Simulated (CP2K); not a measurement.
# InF (SMILES [F][In]): a chain of runs

We compute a series of 8 runs (RPA@PBE/ccGRB-T) of FIn. The setting varied is the cutoff. 

The calculation is run with CP2K 2026.2.

8 further runs of the same task are left out: 8 set aside as unsound or not needed.

## Step 1: Starting point

InF: 2 atoms, total charge 0, spin state singlet. As SMILES, `[F][In]`. The shape is that of a PBE0-D4/def2-TZVP optimisation.

Bond lengths: F1–In2 1.994 Å.

## Step 2: The energy at RPA@PBE/ccGRB-T (density fitting, core potential, minimax 1, quadrature points 10) (run 1)

calc.inp reads:

```
&GLOBAL
  PROJECT_NAME calc
  RUN_TYPE ENERGY
  PRINT_LEVEL MEDIUM
&END

&FORCE_EVAL
  METHOD QS
  &DFT
    BASIS_SET_FILE_NAME BASIS_ccGRB_UZH
    POTENTIAL_FILE_NAME POTENTIAL_UZH
    AUTO_BASIS RI_AUX MEDIUM
    SORT_BASIS EXP
    CHARGE 0
    MULTIPLICITY 1
    &QS
      METHOD GPW
      EPS_DEFAULT 1.0E-10
    &END
    &MGRID
      CUTOFF 350
      REL_CUTOFF 50
      NGRIDS 4
    &END
    &POISSON
      PERIODIC NONE
      POISSON_SOLVER WAVELET
    &END
    &SCF
      SCF_GUESS ATOMIC
      EPS_SCF 1.0E-06
      MAX_SCF 50
      &OT ON
        MINIMIZER CG
        PRECONDITIONER FULL_SINGLE_INVERSE
      &END
      &OUTER_SCF
        EPS_SCF 1.0E-06
        MAX_SCF 10
      &END
    &END
    &XC
      &XC_FUNCTIONAL PBE
      &END
      &WF_CORRELATION
        &RI_RPA
          QUADRATURE_POINTS 10
          MINIMAX_QUADRATURE T
          &HF
            FRACTION 1
            &SCREENING
              EPS_SCHWARZ 1.0E-09
              SCREEN_ON_INITIAL_P F
            &END
            &INTERACTION_POTENTIAL
              POTENTIAL_TYPE COULOMB
            &END
            &MEMORY
              MAX_MEMORY 1750
            &END
          &END
        &END
        MEMORY 1500
        &INTEGRALS
          ERI_METHOD OS
        &END
        &LOW_SCALING
        &END
      &END
    &END
    &PRINT
      &MOMENTS
        PERIODIC F
        REFERENCE COM
        MAX_MOMENT 1
      &END
      &MO_CUBES
        NLUMO 5
        NHOMO -1
        WRITE_CUBE F
      &END
      &HIRSHFELD OFF
      &END
    &END
  &END
  &SUBSYS
    &CELL
      ABC [angstrom] 9 9 9
      PERIODIC NONE
    &END
    &COORD
      F      4.500000     4.500000     3.503165
      In     4.500000     4.500000     5.496835
    &END
    &KIND F
      BASIS_SET ccGRB-T-q7
      POTENTIAL GTH-PBE-q7
    &END
    &KIND In
      BASIS_SET ccGRB-T-q13
      POTENTIAL GTH-PBE-q13
    &END
  &END
&END
```

Run with:

```
$ OMP_NUM_THREADS=2 cp2k.psmp -i calc.inp -o calc.out
```

The program printed:

```text
CP2K| version string:                                       CP2K version 2026.2
[...]
 GLOBAL| Method name                                                        CP2K
[...]
 GLOBAL| Run type                                                         ENERGY
[...]
 DFT| Spin restricted Kohn-Sham (RKS) calculation                            RKS
 DFT| Multiplicity                                                             1
[...]
 DFT| Charge                                                                   0
[...]
 FUNCTIONAL| PBE:
 QS| Method:                                                                 GPW
[...]
 QS| Density cutoff [a.u.]:                                                175.0
[...]
 QS| Relative density cutoff [a.u.]:                                        25.0
[...]
                             - Atoms:                                          2
[...]
                             - Spherical basis functions:                     63
[...]
 Number of electrons:                                                         20
[...]
     1 OT CG       0.80E-01    0.7     0.13555465       -80.1410137094 -8.01E+01
[...]
    20 OT CG       0.90E-01    0.5     0.00000071       -80.5529417518 -1.01E-10
  *** SCF run converged in    20 steps ***
[...]
  Overlap energy of the core charge distribution:               0.00000000107155
  Self energy of the core charge distribution:               -154.31553927089087
  Core Hamiltonian energy:                                     46.51186623832852
  Hartree energy:                                              39.33873559878566
  Exchange-correlation energy:                                -12.08800431906946
  Total energy:                                               -80.55294175177458
[...]
                     Mulliken Population Analysis
 #  Atom  Element  Kind  Atomic population                           Net charge
       1     F        1          7.487128                             -0.487128
       2     In       2         12.512872                              0.487128
 # Total charge                             20.000000                 -0.000000
[...]
  Dipole moment [Debye]
    X= -0.2391149E-04 Y= -0.2607764E-04 Z=  0.2776824E+01  Total=      2.7768244
[...]
 HOMO - LUMO gap [eV] :    4.112104
[...]
 ENERGY| Total FORCE_EVAL ( QS ) energy [hartree]            -78.895859642615747
[...]
```

It took 23 s on 2 threads of Arm Neoverse V2, shared host; peak memory 0.76 GiB.

## Step 3: The doublet cation: a single-point energy at RPA@PBE/ccGRB-T (density fitting, core potential, minimax 1, quadrature points 10) (run 2)

gas.inp reads:

```
&GLOBAL
  PROJECT_NAME gas
  RUN_TYPE ENERGY
  PRINT_LEVEL MEDIUM
&END
&FORCE_EVAL
  METHOD Quickstep
  &DFT
    BASIS_SET_FILE_NAME BASIS_ccGRB_UZH
    POTENTIAL_FILE_NAME POTENTIAL_UZH
    AUTO_BASIS RI_AUX MEDIUM
    SORT_BASIS EXP
    CHARGE 1
    MULTIPLICITY 2
    UNRESTRICTED_KOHN_SHAM T
    &QS
      METHOD GPW
      EPS_DEFAULT 1.0E-10
    &END
    &MGRID
      CUTOFF 350
      REL_CUTOFF 50
      NGRIDS 4
    &END
    &POISSON
      PERIODIC NONE
      POISSON_SOLVER WAVELET
    &END
    &SCF
      SCF_GUESS ATOMIC
      EPS_SCF 1.0E-06
      MAX_SCF 50
      &OT ON
        MINIMIZER DIIS
        PRECONDITIONER FULL_ALL
      &END
      &OUTER_SCF
        EPS_SCF 1.0E-06
        MAX_SCF 10
      &END
    &END
    &XC
      &XC_FUNCTIONAL PBE
      &END
      &WF_CORRELATION
        &RI_RPA
          QUADRATURE_POINTS 10
          MINIMAX_QUADRATURE T
          &HF
            FRACTION 1
            &SCREENING
              EPS_SCHWARZ 1.0E-09
              SCREEN_ON_INITIAL_P F
            &END
            &INTERACTION_POTENTIAL
              POTENTIAL_TYPE COULOMB
            &END
            &MEMORY
              MAX_MEMORY 1750
            &END
          &END
        &END
        MEMORY 1500
        &INTEGRALS
          ERI_METHOD OS
        &END
        &LOW_SCALING
        &END
      &END
    &END
    &PRINT
      &MOMENTS
        PERIODIC F
        REFERENCE COM
        MAX_MOMENT 1
      &END
      &MO_CUBES
        NLUMO 5
        NHOMO -1
        WRITE_CUBE F
      &END
      &HIRSHFELD OFF
      &END
    &END
  &END
  &SUBSYS
    &CELL
      ABC [angstrom] 9 9 9
      PERIODIC NONE
    &END
    &COORD
      F      4.500000     4.500000     3.503165
      In     4.500000     4.500000     5.496835
    &END
    &KIND F
      BASIS_SET ccGRB-T-q7
      POTENTIAL GTH-PBE-q7
    &END
    &KIND In
      BASIS_SET ccGRB-T-q13
      POTENTIAL GTH-PBE-q13
    &END
  &END
&END
```

Run with:

```
$ OMP_NUM_THREADS=2 cp2k.psmp gas.inp > gas.out
```

The program printed:

```text
CP2K| version string:                                       CP2K version 2026.2
[...]
 GLOBAL| Method name                                                        CP2K
[...]
 GLOBAL| Run type                                                         ENERGY
[...]
 DFT| Spin unrestricted (spin-polarized) Kohn-Sham calculation               UKS
 DFT| Multiplicity                                                             2
[...]
 DFT| Charge                                                                   1
[...]
 FUNCTIONAL| PBE:
 QS| Method:                                                                 GPW
[...]
 QS| Density cutoff [a.u.]:                                                175.0
[...]
 QS| Relative density cutoff [a.u.]:                                        25.0
[...]
                             - Atoms:                                          2
[...]
                             - Spherical basis functions:                     63
[...]
 Number of electrons:                                                         10
[...]
     1 OT DIIS     0.15E+00    0.9     0.08310477       -79.4702769011 -7.95E+01
[...]
    22 OT DIIS     0.15E+00    0.7     0.00000075       -80.1937098527 -3.64E-10
  *** SCF run converged in    22 steps ***
[...]
  Overlap energy of the core charge distribution:               0.00000000107155
  Self energy of the core charge distribution:               -154.31553927089087
  Core Hamiltonian energy:                                     46.22948577044954
  Hartree energy:                                              39.70061771782594
  Exchange-correlation energy:                                -11.80827407117022
  Total energy:                                               -80.19370985271405
[...]
                     Mulliken Population Analysis
 #  Atom  Element  Kind  Atomic population (alpha,beta) Net charge  Spin moment
       1     F        1         3.796885     3.450284    -0.247169     0.346600
       2     In       2         6.203115     5.549716     1.247169     0.653400
 # Total charge and spin       10.000000     9.000000     1.000000     1.000000
[...]
  Dipole moment [Debye]
    X=  0.1628595E-04 Y=  0.1971743E-05 Z=  0.3341502E+01  Total=      3.3415024
[...]
 HOMO - LUMO gap [eV] :    1.806435
[...]
 ENERGY| Total FORCE_EVAL ( QS ) energy [hartree]            -78.530642058949127
[...]
```

Wall time 23 s (2 threads of Arm Neoverse V2, shared host); peak memory 0.9 GiB.

Runs 3 to 6 aren't shown in full; the table further down has their settings and results.

## Step 4: The energy at RPA@PBE/ccGRB-T (density fitting, core potential, minimax 1, quadrature points 10) (run 7)

job.inp reads:

```
&GLOBAL
  PROJECT job
  RUN_TYPE ENERGY
  PRINT_LEVEL MEDIUM
&END GLOBAL

&FORCE_EVAL
  METHOD QS
  &DFT
    BASIS_SET_FILE_NAME BASIS_ccGRB_UZH
    POTENTIAL_FILE_NAME POTENTIAL_UZH
    AUTO_BASIS RI_AUX MEDIUM
    SORT_BASIS EXP
    &QS
      METHOD GPW
      EPS_DEFAULT 1.0E-10
    &END QS
    &MGRID
      CUTOFF 800
      REL_CUTOFF 50
      NGRIDS 4
    &END MGRID
    &POISSON
      PERIODIC NONE
      POISSON_SOLVER WAVELET
    &END POISSON
    &SCF
      SCF_GUESS ATOMIC
      EPS_SCF 1.0E-06
      MAX_SCF 50
      &OT
        MINIMIZER CG
        PRECONDITIONER FULL_SINGLE_INVERSE
      &END OT
      &OUTER_SCF
        EPS_SCF 1.0E-06
        MAX_SCF 10
      &END OUTER_SCF
    &END SCF
    &XC
      &XC_FUNCTIONAL PBE
      &END XC_FUNCTIONAL
      &WF_CORRELATION
        &RI_RPA
          QUADRATURE_POINTS 10
          MINIMAX_QUADRATURE T
          &HF
            FRACTION 1
            &SCREENING
              EPS_SCHWARZ 1.0E-09
            &END SCREENING
            &MEMORY
              MAX_MEMORY 1750
            &END MEMORY
          &END HF
        &END RI_RPA
        MEMORY 1500
        &INTEGRALS
          ERI_METHOD OS
        &END INTEGRALS
        &LOW_SCALING
        &END LOW_SCALING
      &END WF_CORRELATION
    &END XC
    &PRINT
      &MOMENTS
        PERIODIC F
        REFERENCE COM
        MAX_MOMENT 1
      &END MOMENTS
      &MO_CUBES
        NLUMO 5
        NHOMO -1
        WRITE_CUBE F
      &END MO_CUBES
      &HIRSHFELD OFF
      &END HIRSHFELD
    &END PRINT
  &END DFT
  &SUBSYS
    &CELL
      ABC 9 9 9
      PERIODIC NONE
    &END CELL
    &COORD
      F      4.500000     4.500000     3.503165
      In     4.500000     4.500000     5.496835
    &END COORD
    &KIND F
      BASIS_SET ccGRB-T-q7
      POTENTIAL GTH-PBE-q7
    &END KIND
    &KIND In
      BASIS_SET ccGRB-T-q13
      POTENTIAL GTH-PBE-q13
    &END KIND
  &END SUBSYS
&END FORCE_EVAL
```

Run with:

```
$ OMP_NUM_THREADS=2 cp2k.psmp -i job.inp -o job.out
```

The program printed:

```text
CP2K| version string:                                       CP2K version 2026.2
[...]
 GLOBAL| Method name                                                        CP2K
[...]
 GLOBAL| Run type                                                         ENERGY
[...]
 DFT| Spin restricted Kohn-Sham (RKS) calculation                            RKS
 DFT| Multiplicity                                                             1
[...]
 DFT| Charge                                                                   0
[...]
 FUNCTIONAL| PBE:
 QS| Method:                                                                 GPW
[...]
 QS| Density cutoff [a.u.]:                                                400.0
[...]
 QS| Relative density cutoff [a.u.]:                                        25.0
[...]
                             - Atoms:                                          2
[...]
                             - Spherical basis functions:                     63
[...]
 Number of electrons:                                                         20
[...]
     1 OT CG       0.80E-01    2.8     0.13555718       -80.1404688897 -8.01E+01
[...]
    20 OT CG       0.90E-01    2.4     0.00000071       -80.5524268224 -1.01E-10
  *** SCF run converged in    20 steps ***
[...]
  Overlap energy of the core charge distribution:               0.00000000107155
  Self energy of the core charge distribution:               -154.31553927089087
  Core Hamiltonian energy:                                     46.51143165854678
  Hartree energy:                                              39.33921485640737
  Exchange-correlation energy:                                -12.08753406749310
  Total energy:                                               -80.55242682235827
[...]
                     Mulliken Population Analysis
 #  Atom  Element  Kind  Atomic population                           Net charge
       1     F        1          7.486814                             -0.486814
       2     In       2         12.513186                              0.486814
 # Total charge                             20.000000                 -0.000000
[...]
  Dipole moment [Debye]
    X= -0.1815618E-04 Y= -0.2037737E-04 Z=  0.2773760E+01  Total=      2.7737603
[...]
 HOMO - LUMO gap [eV] :    4.111283
[...]
 ENERGY| Total FORCE_EVAL ( QS ) energy [hartree]            -78.895931363727172
[...]
```

Run time: 84 s. Hardware: 2 threads of Arm Neoverse V2, shared host; peak memory 1.5 GiB.

## Step 5: The doublet cation: a single-point energy at RPA@PBE/ccGRB-T (density fitting, core potential, minimax 1, quadrature points 10) (run 8)

qs.inp reads:

```
&GLOBAL
  PROJECT qs
  RUN_TYPE ENERGY
  PRINT_LEVEL MEDIUM
&END

&FORCE_EVAL
  METHOD Quickstep
  &DFT
    BASIS_SET_FILE_NAME BASIS_ccGRB_UZH
    POTENTIAL_FILE_NAME POTENTIAL_UZH
    AUTO_BASIS RI_AUX MEDIUM
    SORT_BASIS EXP
    CHARGE 1
    MULTIPLICITY 2
    UKS T
    ! Quickstep
    &QS
      METHOD GPW
      EPS_DEFAULT 1.0E-10
    &END
    &MGRID
      CUTOFF 800
      REL_CUTOFF 50
      NGRIDS 4
    &END
    &POISSON
      PERIODIC NONE
      POISSON_SOLVER WAVELET
    &END
    &SCF
      SCF_GUESS ATOMIC
      EPS_SCF 1.0E-06
      MAX_SCF 50
      &OT
        MINIMIZER DIIS
        PRECONDITIONER FULL_ALL
      &END
      &OUTER_SCF
        EPS_SCF 1.0E-06
        MAX_SCF 10
      &END
    &END
    &XC
      &XC_FUNCTIONAL PBE
      &END
      ! correlation from orbitals
      &WF_CORRELATION
        &RI_RPA
          QUADRATURE_POINTS 10
          MINIMAX_QUADRATURE T
          ! exact exchange
          &HF
            FRACTION 1
            &SCREENING
              EPS_SCHWARZ 1.0E-09
            &END
            &MEMORY
              MAX_MEMORY 1750
            &END
          &END
        &END
        MEMORY 1500
        &INTEGRALS
          ERI_METHOD OS
        &END
        &LOW_SCALING
        &END
      &END
    &END
    ! extra output
    &PRINT
      &MOMENTS
        PERIODIC F
        REFERENCE COM
        MAX_MOMENT 1
      &END
      &MO_CUBES
        NLUMO 5
        NHOMO -1
        WRITE_CUBE F
      &END
      &HIRSHFELD OFF
      &END
    &END
  &END
  &SUBSYS
    ! box in angstrom
    &CELL
      ABC 9 9 9
      PERIODIC NONE
    &END
    &COORD
      F      4.500000     4.500000     3.503165
      In     4.500000     4.500000     5.496835
    &END
    &KIND F
      BASIS_SET ccGRB-T-q7
      POTENTIAL GTH-PBE-q7
    &END
    &KIND In
      BASIS_SET ccGRB-T-q13
      POTENTIAL GTH-PBE-q13
    &END
  &END
&END
```

Run with:

```
$ OMP_NUM_THREADS=2 cp2k.psmp -i qs.inp > qs.out 2>&1
```

The program printed:

```text
CP2K| version string:                                       CP2K version 2026.2
[...]
 GLOBAL| Method name                                                        CP2K
[...]
 GLOBAL| Run type                                                         ENERGY
[...]
 DFT| Spin unrestricted (spin-polarized) Kohn-Sham calculation               UKS
 DFT| Multiplicity                                                             2
[...]
 DFT| Charge                                                                   1
[...]
 FUNCTIONAL| PBE:
 QS| Method:                                                                 GPW
[...]
 QS| Density cutoff [a.u.]:                                                400.0
[...]
 QS| Relative density cutoff [a.u.]:                                        25.0
[...]
                             - Atoms:                                          2
[...]
                             - Spherical basis functions:                     63
[...]
 Number of electrons:                                                         10
[...]
     1 OT DIIS     0.15E+00    3.9     0.08310778       -79.4697530341 -7.95E+01
[...]
    22 OT DIIS     0.15E+00    3.7     0.00000075       -80.1932466554 -3.61E-10
  *** SCF run converged in    22 steps ***
[...]
  Overlap energy of the core charge distribution:               0.00000000107155
  Self energy of the core charge distribution:               -154.31553927089087
  Core Hamiltonian energy:                                     46.22930379717980
  Hartree energy:                                              39.70085872481918
  Exchange-correlation energy:                                -11.80786990753010
  Total energy:                                               -80.19324665535042
[...]
                     Mulliken Population Analysis
 #  Atom  Element  Kind  Atomic population (alpha,beta) Net charge  Spin moment
       1     F        1         3.796713     3.450128    -0.246841     0.346585
       2     In       2         6.203287     5.549872     1.246841     0.653415
 # Total charge and spin       10.000000     9.000000     1.000000     1.000000
[...]
  Dipole moment [Debye]
    X=  0.1675075E-04 Y=  0.2359475E-05 Z=  0.3339480E+01  Total=      3.3394797
[...]
 HOMO - LUMO gap [eV] :    1.804176
[...]
 ENERGY| Total FORCE_EVAL ( QS ) energy [hartree]            -78.530713975443547
[...]
```

Wall time 91 s (2 threads of Arm Neoverse V2, shared host); peak memory 2 GiB.

## Step 6: The series

| run | cutoff | ot minimizer | partner | energy (Eh) | HOMO energy (eV) | LUMO energy (eV) | correlation energy (mEh) | wall time |
| --- | --- | --- | --- | --- | --- | --- | --- | --- |
| 1 | 350 | CG | base | -78.895860 | -6.33 | -2.21 | -537.6 | 23 s |
| 2 | 350 | DIIS | cation | -78.530642 | -14.54 | -13.29 | -512.3 | 23 s |
| 3 | 450 | CG | base | -78.895930 | -6.32 | -2.21 | -537.6 | 29 s |
| 4 | 450 | DIIS | cation | -78.530708 | -14.54 | -13.29 | -512.3 | 29 s |
| 5 | 600 | CG | base | -78.895935 | -6.32 | -2.21 | -537.6 | 56 s |
| 6 | 600 | DIIS | cation | -78.530723 | -14.54 | -13.29 | -512.3 | 57 s |
| 7 | 800 | CG | base | -78.895931 | -6.32 | -2.21 | -537.6 | 84 s |
| 8 | 800 | DIIS | cation | -78.530714 | -14.54 | -13.29 | -512.3 | 91 s |

Convergence of the total energy of singlet InF with the cutoff, against the last point:

| cutoff | from the last (mEh) | wall time |
| --- | --- | --- |
| 350 Ry | +0.072 | 23 s |
| 450 Ry | +0.001 | 29 s |
| 600 Ry | -0.004 | 56 s |
| 800 Ry | +0.000 | 84 s |

Convergence of the HOMO energy (PBE Kohn–Sham orbitals) of singlet InF with the cutoff, against the last point:

| cutoff | from the last (eV) | wall time |
| --- | --- | --- |
| 350 Ry | -0.0019 | 23 s |
| 450 Ry | +0.0002 | 29 s |
| 600 Ry | -0.0004 | 56 s |
| 800 Ry | +0.0000 | 84 s |

## Step 7: Summary of results

| quantity | value |
| --- | --- |
| doublet cation, run 8: total energy | -78.53071 Eh |
| doublet cation, run 8: HOMO energy (PBE Kohn–Sham orbitals) (highest over α and β) | -14.54 eV |
| doublet cation, run 8: LUMO energy (PBE Kohn–Sham orbitals) (lowest over α and β) | -13.29 eV |
| doublet cation, run 8: RPA correlation energy | -512.3 mEh |
| doublet cation, run 8: ⟨S²⟩ of the reference determinant | 0.754 |

**Reading.** For the total energy of singlet InF to stay within 0.01 mEh of the last point, 450 Ry is the first point of the series from which all later ones do (29 s against 84 s). For the HOMO energy (PBE Kohn–Sham orbitals) of singlet InF to stay within 0.001 eV of the last point, 450 Ry is the first point of the series from which all later ones do (29 s against 84 s). All runs together took 6.5 min, the longest 91 s.
